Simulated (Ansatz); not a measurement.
# C₃GaN₃: basis-set convergence

The task here is to estimate one member of a computed series from the others.

The runs use Ansatz 0.2.0, Gaussian basis; one geometry, several basis sets.

The runs, in order: PBE0-D4/def2-SVP; ωB97M-V/def2-SVP; PBE0-D4/def2-QZVPP; ωB97M-V/def2-QZVPP; the functionals' def2-TZVPP values are taken from earlier runs.

### The relaxed structure

All runs share one geometry, relaxed beforehand with PBE0-D4 in a triple-zeta def2 set.

SMILES `N#[C][Ga]([C]#N)[C]#N`, 7 atoms, charge 0, spin multiplicity 1.

Atoms are counted from 1 here; the program's logs count them from 0.

Bond lengths: N1–C2 1.152 Å, C2–Ga3 1.909 Å, Ga3–C4 1.909 Å, Ga3–C6 1.909 Å, C4–N5 1.152 Å, C6–N7 1.152 Å. Angles: N1–C2–Ga3 180.0°, C2–Ga3–C4 120.0°, C2–Ga3–C6 120.0°, C4–Ga3–C6 120.0°, Ga3–C4–N5 180.0°, Ga3–C6–N7 180.0°.

Set-up of the first run:

in.yaml reads:

```yaml
crystal:
  periodic: [false, false, false]
  atoms:
    - {symbol: N, position_ang: [0.950186, -2.511045, 1.471590]}
    - {symbol: C, position_ang: [0.592679, -1.566301, 0.917560]}
    - {symbol: Ga, position_ang: [0.000291, -0.000203, -0.000325]}
    - {symbol: C, position_ang: [-1.275250, -0.146657, -1.413702]}
    - {symbol: N, position_ang: [-2.045429, -0.234730, -2.265972]}
    - {symbol: C, position_ang: [0.682988, 1.712684, 0.495690]}
    - {symbol: N, position_ang: [1.094535, 2.746242, 0.795169]}
basis:
  gaussian: {orbitals: def2-SVP}
hamiltonian: {xc: pbe0, dispersion: d4}
output: {orbitals: {seedname: orbitals}}
```

Launch:

```
> ansatz run in.yaml --threads 4 --pin off --events-out ev --progress --plain --max-ram 10444MiB
```

Steps of the session up to this table: PBE0-D4 in def2-SVP; ωB97M-V in def2-SVP; PBE0-D4 in def2-QZVPP; ωB97M-V in def2-QZVPP.

One of the session's tables, all rows but one given; the rest of the session is left out.

It belongs to the step «Density functionals: the series». 

| functional | basis | HOMO (eV) | LUMO (eV) |
| --- | --- | --- | --- |
| PBE0-D4 | def2-SVP | ? | ? |
| PBE0-D4 | def2-TZVPP | -10.84 | -4.17 |
| PBE0-D4 | def2-QZVPP | -10.86 | -4.19 |
| ωB97M-V | def2-SVP | -13.10 | -2.14 |
| ωB97M-V | def2-TZVPP | -13.23 | -2.30 |
| ωB97M-V | def2-QZVPP | -13.24 | -2.32 |

Q: Estimate the row for PBE0-D4, def2-SVP from the others.

The run gave: HOMO (eV): -10.74; LUMO (eV): -4.04. In the column «HOMO (eV)» it is the highest.
